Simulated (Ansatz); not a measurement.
# C₂H₆FNSn: a ladder of functionals and wavefunction methods

One table from this session's results is given with a row withheld; the runs are named, their logs left out.

Program: Ansatz 0.2.0, Gaussian basis. Level of theory: functionals in def2-TZVPP, the program's frozen cores in correlated methods. These are calculated values, not measurements.

Plan: PBE-D4, r2SCAN-D4, PBE0-D4, B3LYP-D4, ωB97X-V, ωB97M-V, B2PLYP; CCSD(T)/def2-TZVPP; MP2/def2-QZVPP; extrapolation to the limit.

### The geometry

The geometry comes from an earlier relaxation with PBE0-D4 in a triple-zeta def2 set; it is a stationary point, not always the lowest conformer. Sn takes the def2 core potential; no spin-orbit term is included.

SMILES `C=[C](N)[SnH2][F]`, 11 atoms, charge 0, spin multiplicity 1.

Atoms are counted from 1 here; the program's logs count them from 0.

Bond lengths: C1–C2 1.337 Å, C1–H6 1.088 Å, C1–H7 1.082 Å, C2–N3 1.377 Å, C2–Sn4 2.123 Å, N3–H8 1.008 Å, N3–H9 1.010 Å, Sn4–F5 1.940 Å, Sn4–H10 1.702 Å, Sn4–H11 1.702 Å. Angles: C2–C1–H6 121.8°, C2–C1–H7 121.5°, H6–C1–H7 116.7°, C1–C2–N3 126.1°, C1–C2–Sn4 120.5°, N3–C2–Sn4 113.2°, C2–N3–H8 116.5°, C2–N3–H9 116.6°, H8–N3–H9 113.7°, C2–Sn4–F5 98.7°, C2–Sn4–H10 116.5°, C2–Sn4–H11 115.0°, F5–Sn4–H10 104.0°, F5–Sn4–H11 106.5°, H10–Sn4–H11 113.8°.

Set-up of the first run:

in.yaml

```yaml
crystal:
  periodic: [false, false, false]
  atoms:
    - {symbol: C, position_ang: [0.540615, 1.127963, 1.167053]}
    - {symbol: C, position_ang: [-0.155264, 0.373620, 0.310453]}
    - {symbol: N, position_ang: [-1.500887, 0.483928, 0.042115]}
    - {symbol: Sn, position_ang: [0.761409, -1.274497, -0.665121]}
    - {symbol: F, position_ang: [-0.421411, -1.403385, -2.197816]}
    - {symbol: H, position_ang: [0.082733, 1.953455, 1.707465]}
    - {symbol: H, position_ang: [1.589936, 0.944989, 1.358049]}
    - {symbol: H, position_ang: [-1.807303, 0.159583, -0.861701]}
    - {symbol: H, position_ang: [-1.953353, 1.335088, 0.342247]}
    - {symbol: H, position_ang: [0.610301, -2.788474, 0.098599]}
    - {symbol: H, position_ang: [2.318325, -0.969171, -1.280642]}
basis:
  gaussian: {orbitals: def2-TZVPP}
hamiltonian: {xc: pbe, dispersion: d4}
output: {forces: true, orbitals: {seedname: orbitals}}
```

Run with:

```bash
> ansatz run in.yaml --threads 4 --pin off --events-out ev --progress --plain --max-ram 10444MiB
```

Steps of the session up to this table: PBE-D4 (GGA); r2SCAN-D4 (meta-GGA); PBE0-D4 (hybrid); B3LYP-D4 (hybrid); ωB97X-V (range-separated); ωB97M-V (range-separated); B2PLYP (double hybrid); CCSD(T) in def2-TZVPP; MP2 in def2-QZVPP.

One table of the session follows, with a row left open; its other results are not shown here.

| method | atoms, summed (eV) | atomisation energy (kcal/mol) |
| --- | --- | --- |
| PBE-D4 | -12164.585 | 944.6 |
| r2SCAN-D4 | -12171.781 | 921.1 |
| PBE0-D4 | ? | ? |
| B3LYP-D4 | -12175.285 | 922.2 |
| ωB97X-V | -12170.050 | 926.1 |
| ωB97M-V | -12168.976 | 923.1 |
| B2PLYP | -12162.922 | 910.5 |
| HF/def2-TZVPP | -12123.714 | 637.9 |
| MP2/def2-TZVPP | -12142.477 | 907.6 |
| CCSD/def2-TZVPP | -12144.269 | 879.7 |
| CCSD(T)/def2-TZVPP | -12144.697 | 896.4 |
| MP2/CBS | -12154.629 | 935.9 |
| CCSD(T)/CBS | -12156.849 | 924.6 |

Estimate the missing values for PBE0-D4.

**Answer.** atoms, summed (eV): -12166.092; atomisation energy (kcal/mol): 921.5. In the column «atoms, summed (eV)» it lies between ωB97M-V (-12168.976) and PBE-D4 (-12164.585).
